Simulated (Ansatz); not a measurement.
# C2H4FSb: rigid scan of one bond length in Python

How does the energy of C2H4FSb change as one bond is stretched? Wanted for C2H4FSb: a rigid scan of one bond length.

All numbers are computed with the Python package of Ansatz 0.2.0. Level of theory: r2SCAN/def2-SVP.

## 1. The structure

Bond lengths: C1–C2 1.332 Å, C2–Sb3 2.146 Å, Sb3–F4 1.941 Å, C1–H5 1.079 Å, C1–H6 1.126 Å, C2–H7 1.069 Å, Sb3–H8 1.820 Å. Angles: C1–C2–Sb3 119.7°, C1–C2–H7 120.4°, Sb3–C2–H7 119.9°, C2–C1–H5 121.8°, C2–C1–H6 118.6°, H5–C1–H6 118.7°, C2–Sb3–F4 91.5°, C2–Sb3–H8 90.1°, F4–Sb3–H8 91.1°.

The script holds or builds the structure itself.

## 2. The code

c2h4fsb_scan.py reads:

```python
'''Potential curve of C2H4FSb along one bond.'''

import ansatz as az
import matplotlib.pyplot as plt
import numpy as np

GEOMETRY = '''
C     0.48150    1.31940    0.13290
C    -0.39750    0.32480    0.23880
Sb   -0.34770   -1.29090   -1.17210
F    -1.33690   -2.44380    0.03650
H     1.15950    1.39330   -0.70330
H     0.38780    2.19780    0.83170
H    -1.08910    0.29910    1.05300
H     1.23450   -1.85680   -0.47330
'''

c2h4fsb = az.Crystal.molecule()
for line in GEOMETRY.strip().splitlines():
    symbol, *xyz = line.split()
    c2h4fsb = c2h4fsb.atom(symbol, [float(v) for v in xyz])

symbols = [site.symbol for site in c2h4fsb.cartesian_sites]
start = np.array([site.position_ang for site in c2h4fsb.cartesian_sites])
axis = (start[4] - start[0]) / np.linalg.norm(start[4] - start[0])
moving = [4]
lengths, energies = [0.92, 0.99, 1.08, 1.19, 1.35, 1.62, 1.94, 2.37], []
for length in lengths:
    xyz = start.copy()
    xyz[moving] += (length - np.linalg.norm(start[4] - start[0])) * axis
    point = az.Crystal.molecule()
    for symbol, place in zip(symbols, xyz):
        point = point.atom(symbol, place.tolist())
    base = point.calculation().basis(gaussian='def2-SVP').functional('r2scan')
    report = base.run(threads=1, pin='off').report
    energies.append(report['free_energy_ev'])
    print(f'r = {length:6.3f} A  E = {energies[-1]:.5f} eV  <S^2> = {abs(report["mean_field"]["state"]["spin_squared"]):.3f}')

print('energy above the lowest point (eV):', [round(e - min(energies), 3) for e in energies])
plt.figure(figsize=(4.5, 3))
plt.plot(lengths, np.array(energies) - min(energies), 'o-')
plt.xlabel('bond length (A)')
plt.ylabel('E - E(min) (eV)')
plt.tight_layout()
plt.savefig('scan.png', dpi=100)
```

## 3. What the engine is handed

The engine receives this input (first run):

```yaml
crystal:
  periodic: [false, false, false]
  atoms:
    - { symbol: C, position_ang: [0.4815, 1.3194, 0.1329] }
    - { symbol: C, position_ang: [-0.3975, 0.3248, 0.2388] }
    - { symbol: Sb, position_ang: [-0.3477, -1.2909, -1.1721] }
    - { symbol: F, position_ang: [-1.3369, -2.4438, 0.0365] }
    - { symbol: H, position_ang: [1.059557398262775, 1.3824065512265769, -0.5800374578574227] }
    - { symbol: H, position_ang: [0.3878, 2.1978, 0.8317] }
    - { symbol: H, position_ang: [-1.0891, 0.2991, 1.053] }
    - { symbol: H, position_ang: [1.2345, -1.8568, -0.4733] }
basis:
  gaussian:
    orbitals: def2-SVP
hamiltonian:
  xc: r2scan
```

## 4. Launch

Run with:

```sh
python c2h4fsb_scan.py
```

Without the output at hand: what should come out? Wanted: range of energy; lowest point, distance.

**Answer**, as computed:

```
                  quantity     value
             runs compared         8
           range of energy  4.630 eV
lowest point, distance (Å)      1.08
```

**Reading.** The curve has its lowest point inside the range, at 1.08. The ends stand 0.764 and 4.63 eV above it. The distance scanned is the script's pair 0, 4. Notes:
- The rest of the molecule is held rigid at a force-field or estimated start geometry, and the basis set is modest; single-reference methods fail as a bond breaks.
- def2 sets replace the cores of elements past krypton by effective core potentials.
- The orbitals are restricted, so S² is zero by construction.
- Toward dissociation an unrestricted state lies under the restricted one, by 1 to 2 eV or more.
